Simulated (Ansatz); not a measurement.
# ZrBrF3: how energies converge with the basis set

An exercise on one series of results from a longer session: the logs are not shown, and one member is left open.

Program: Ansatz 0.2.0, Gaussian basis. Level of theory: one geometry, several basis sets. These are calculated values, not measurements.

Plan: PBE0-D4/def2-SVP; ωB97M-V/def2-SVP; PBE0-D4/def2-QZVPP; ωB97M-V/def2-QZVPP; the functionals' def2-TZVPP values are taken from earlier runs.

## The relaxed structure

All runs share one geometry, relaxed beforehand with PBE0-D4 in a triple-zeta def2 set. Zr takes the def2 core potential; no spin-orbit term is included.

SMILES `[F][Zr]([F])([F])[Br]`, 5 atoms, charge 0, spin multiplicity 1.

Atoms are counted from 1 here; the program's logs count them from 0.

Bond lengths: F1–Zr2 1.886 Å, Zr2–F3 1.886 Å, Zr2–F4 1.886 Å, Zr2–Br5 2.497 Å. Angles: F1–Zr2–F3 108.9°, F1–Zr2–F4 108.9°, F1–Zr2–Br5 110.0°, F3–Zr2–F4 108.9°, F3–Zr2–Br5 110.0°, F4–Zr2–Br5 110.0°.

The first run:

in.yaml reads:

```yaml
crystal:
  periodic: [false, false, false]
  atoms:
    - {symbol: F, position_ang: [-0.833463, -0.376914, 1.686002]}
    - {symbol: Zr, position_ang: [0.009752, -0.123398, 0.018412]}
    - {symbol: F, position_ang: [1.779598, -0.765728, 0.124450]}
    - {symbol: F, position_ang: [-0.920618, -1.108644, -1.293033]}
    - {symbol: Br, position_ang: [0.014531, 2.301085, -0.577332]}
basis:
  gaussian: {orbitals: def2-SVP}
hamiltonian: {xc: pbe0, dispersion: d4}
output: {orbitals: {seedname: orbitals}}
```

Launch:

```bash
$ ansatz run in.yaml --threads 4 --pin off --events-out ev --progress --plain --max-ram 10444MiB
```

Among the steps run: PBE0-D4 in def2-SVP; ωB97M-V in def2-SVP; PBE0-D4 in def2-QZVPP; ωB97M-V in def2-QZVPP.

One table of the session follows, with a row left open; its other results are not shown here.

It belongs to the step «Functionals by basis». 

```
functional       basis  HOMO (eV)  LUMO (eV)
   PBE0-D4    def2-SVP          ?          ?
   PBE0-D4  def2-TZVPP      -9.25      -1.83
   PBE0-D4  def2-QZVPP      -9.25      -1.81
   ωB97M-V    def2-SVP     -11.37       0.43
   ωB97M-V  def2-TZVPP     -11.44       0.30
   ωB97M-V  def2-QZVPP     -11.44       0.22
```

Estimate the missing values for PBE0-D4, def2-SVP.

As computed: HOMO (eV): -9.20; LUMO (eV): -1.81. In the column «HOMO (eV)» it is the highest.
